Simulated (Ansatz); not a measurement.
BSe, a scan of the bond length

With the Python package of Ansatz (0.2.0).

At the Python prompt:
```pycon
>>> import ansatz as az
>>> import numpy as np
>>> geometry_ang = [
...     ("B", (0.0, 0.0, 0.0)),
...     ("Se", (0.0, 0.0, 1.93)),
... ]
>>> bse = az.Crystal.molecule()
>>> for symbol, xyz in geometry_ang:
...     bse = bse.atom(symbol, xyz)
...
>>> symbols = [site.symbol for site in bse.cartesian_sites]
>>> start = np.array([site.position_ang for site in bse.cartesian_sites])
>>> axis = (start[1] - start[0]) / np.linalg.norm(start[1] - start[0])
>>> moving = [1]
>>> lengths, energies = [1.64, 1.78, 1.93, 2.12, 2.41, 2.9, 3.47, 4.25], []
>>> for length in lengths:
...     xyz = start.copy()
...     xyz[moving] += (length - np.linalg.norm(start[1] - start[0])) * axis
...     point = az.Crystal.molecule()
...     for symbol, place in zip(symbols, xyz):
...         point = point.atom(symbol, place.tolist())
...     base = (
...         point.calculation()
...         .basis(gaussian="def2-TZVP")
...         .functional("pbe")
...         .spin("collinear", total=1)
...     )
...     data = base.run().report
...     energies.append(data["free_energy_ev"])
...     print(f"r = {length:6.3f} A  E = {energies[-1]:.5f} eV  <S^2> = {abs(data['mean_field']['state']['spin_squared']):.3f}")
...
r =  1.640 A  E = -66012.75454 eV  <S^2> = 0.764
r =  1.780 A  E = -66013.00675 eV  <S^2> = 0.767
r =  1.930 A  E = -66012.64213 eV  <S^2> = 0.770
r =  2.120 A  E = -66011.79932 eV  <S^2> = 0.771
r =  2.410 A  E = -66010.63272 eV  <S^2> = 0.757
r =  2.900 A  E = -66009.48589 eV  <S^2> = 0.797
r =  3.470 A  E = -66008.52781 eV  <S^2> = 1.125
r =  4.250 A  E = -66007.93288 eV  <S^2> = 1.461
>>> print("energy above the lowest point (eV):", [round(e - min(energies), 3) for e in energies])
energy above the lowest point (eV): [0.252, 0.0, 0.365, 1.207, 2.374, 3.521, 4.479, 5.074]
```

The lowest point is at 1.780 Å. At the shortest distance (1.64 Å) the energy is 0.25 eV higher, at the longest (4.25 Å) 5.07 eV.

These settings explore the input space; basis and method may be short of convergence. The basis set is modest, and single-reference methods fail as a bond breaks. The species is open-shell (spin multiplicity 2). The expectation value of S² is noticeably off S(S+1) in at least one run, so that state is spin-contaminated. Spin-orbit coupling of the heavy open-shell atom is left out. The spin state was assumed, and another may lie lower. The whole script took 110 s on 1 thread of Arm Neoverse V1, on a shared host, peak memory 0.21 GiB.

(Lines on the test bed's own set-up are left out of the output.)
